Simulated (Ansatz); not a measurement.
Born–Oppenheimer molecular dynamics of a periodic cell of 40 atoms, K3AsF6 (host K3AsF6, host structure Fm-3m). It goes on from the last frame of an earlier run, with new velocities.

Level of theory: DFT r2SCAN, scalar-relativistic, plane waves, PAW in Ansatz. Settings: accuracy low, cutoff 500 eV, k mesh 1x1x1, fermi-dirac smearing 0.05 eV, no spin polarisation.

| Quantity | Value |
| --- | --- |
| ensemble | NVE (velocity Verlet) |
| time step | 2 fs |
| steps asked | 300 |
| starting velocities drawn for | 1950 K |
| seed | 480439 |

First frame:

```xyz
40
Lattice="9.1677 0.0000 0.0000 0.0000 9.1677 0.0000 0.0000 0.0000 9.1677" Properties=species:S:1:pos:R:3
K 1.873 1.970 1.868
K 6.290 6.858 6.411
K 4.647 4.554 4.658
As 0.073 0.179 -0.053
F 5.444 3.961 2.232
F 7.675 4.332 4.831
F 3.903 5.069 7.353
F 5.054 1.778 4.969
F 4.607 6.908 3.987
F 2.312 5.559 4.883
K 6.766 6.418 2.421
K 1.751 2.833 7.350
K -0.011 0.091 4.728
As 4.609 4.265 -0.178
F -0.048 -0.192 2.223
F 2.470 -0.200 3.830
F 0.222 0.289 7.226
F 0.325 6.979 5.313
F 0.843 3.080 4.826
F 6.459 -0.726 4.511
K 7.338 2.162 6.387
K 2.989 6.215 2.380
K -0.752 5.042 0.279
As 4.409 -0.114 4.550
F -0.034 5.306 6.642
F 2.734 4.383 0.367
F 0.604 5.300 2.285
F -0.375 2.312 -0.392
F -0.509 7.558 0.118
F 5.943 4.140 -1.770
K 2.144 7.134 7.037
K 6.645 1.876 2.871
K 4.696 0.100 -0.023
As 0.395 5.015 4.833
F 4.540 -0.474 6.403
F 7.064 0.028 -0.274
F 4.854 0.391 2.733
F 5.071 6.153 0.172
F 3.944 2.420 -0.654
F 1.993 -0.501 0.501
```

Problem. What does the run give?

Solution. All steps were run.

```
steps done                                               : 300
time covered                                             : 600 fs
mean temperature over the second half                    : 1524 K
spread of the potential energy over the second half      : 14.7 meV per atom
mean potential energy of the second half above the start : 53.9 meV per atom
```

The conserved energy stayed within 0.33 meV per atom of its start (net change 0.13 meV per atom), so the integration is sound. A run of 0.6 ps of so small a system gives no equilibrium averages. Limits of this set-up: coarse k mesh, low accuracy level.

Problem. What happens to the structure?

Solution. Mean squared displacements from the first frame to the last, about the centre of mass: K 0.87 Å², As 0.81 Å², F 3.23 Å². This is one draw of velocities; another would differ in detail.

Problem. How do temperature and energy run in time?

Solution. 
```tsv
time (fs)	T (K)	potential energy less start (eV)	conserved less start (meV/atom)
0.0	1950	0.000	0.00
50.0	1653	1.504	0.13
100.0	1535	2.102	0.27
150.0	1373	2.922	0.27
200.0	1446	2.546	0.19
250.0	1907	0.216	0.04
300.0	1462	2.467	0.16
350.0	1558	1.980	0.16
400.0	1428	2.643	0.25
450.0	1304	3.266	0.22
500.0	1599	1.774	0.13
550.0	1487	2.340	0.14
600.0	1544	2.050	0.13
```

Run time: 30 min on 4 threads of Intel(R) Xeon(R) Platinum 8488C (Sapphire Rapids) (shared host), peak memory 1.7 GiB.
